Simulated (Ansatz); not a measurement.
Predict the output of the script below (the Ansatz DFT code, driven from Python).

`b2clh3s.py`
```python
# -*- coding: utf-8 -*-
'''Energy of B2ClH3S against one bond angle.'''

import ansatz as az
from ase import Atoms


def main():
    atoms = Atoms(['B', 'S', 'B', 'Cl', 'H', 'H', 'H'], positions=[
        [-0.2337, 1.3191, -0.0659],
        [0.6811, 0.3133, 1.1499],
        [0.4229, -1.2394, 0.1047],
        [-0.9164, -2.3328, 0.4164],
        [0.2817, 1.8933, -0.9851],
        [-1.4515, 1.4995, 0.0389],
        [1.2772, -1.5209, -0.7045],
    ])

    # relax first, so that the scan starts from a minimum
    first = (
        az.Crystal.molecule_from_ase(atoms).calculation()
        .basis(gaussian='def2-SVP')
        .functional('b3lyp', dispersion='d3bj')
        .relax(force_tolerance=0.02, max_steps=80)
    )
    atoms.positions = first.run(threads=1, backend='cpu').report['positions_ang']

    rows = []
    for angle in [90, 100, 110, 120, 135, 150, 165, 179]:
        bent = atoms.copy()
        bent.set_angle(2, 1, 0, angle, indices=[0, 4, 5])
        calculation = (
            az.Crystal.molecule_from_ase(bent).calculation()
            .basis(gaussian='def2-SVP')
            .functional('b3lyp', dispersion='d3bj')
        )
        rows.append((angle, calculation.run(threads=1, backend='cpu').report['free_energy_ev']))
    floor = min(e for _, e in rows)
    for angle, e in rows:
        print(f'angle B2-S1-B0 = {angle:3d} deg   {1000 * (e - floor):9.1f} meV')


if __name__ == '__main__':
    main()
```

```console
$ python b2clh3s.py
angle B2-S1-B0 =  90 deg       180.1 meV
angle B2-S1-B0 = 100 deg         0.0 meV
angle B2-S1-B0 = 110 deg        45.4 meV
angle B2-S1-B0 = 120 deg       225.6 meV
angle B2-S1-B0 = 135 deg       654.1 meV
angle B2-S1-B0 = 150 deg      1161.9 meV
angle B2-S1-B0 = 165 deg      1589.9 meV
angle B2-S1-B0 = 179 deg      1766.7 meV
```

What to keep in mind:
- The scan is rigid, and the energies are electronic, in a modest basis. The zero is the lowest point of the grid, which needn't be the minimum.
- b3lyp holds the VWN-RPA fit, as in Gaussian; the form of ORCA and Turbomole is b3lyp5.
- Hardware and time: 64 s on 1 thread of Arm Neoverse V1, with other jobs on the host, peak memory 0.23 GiB.
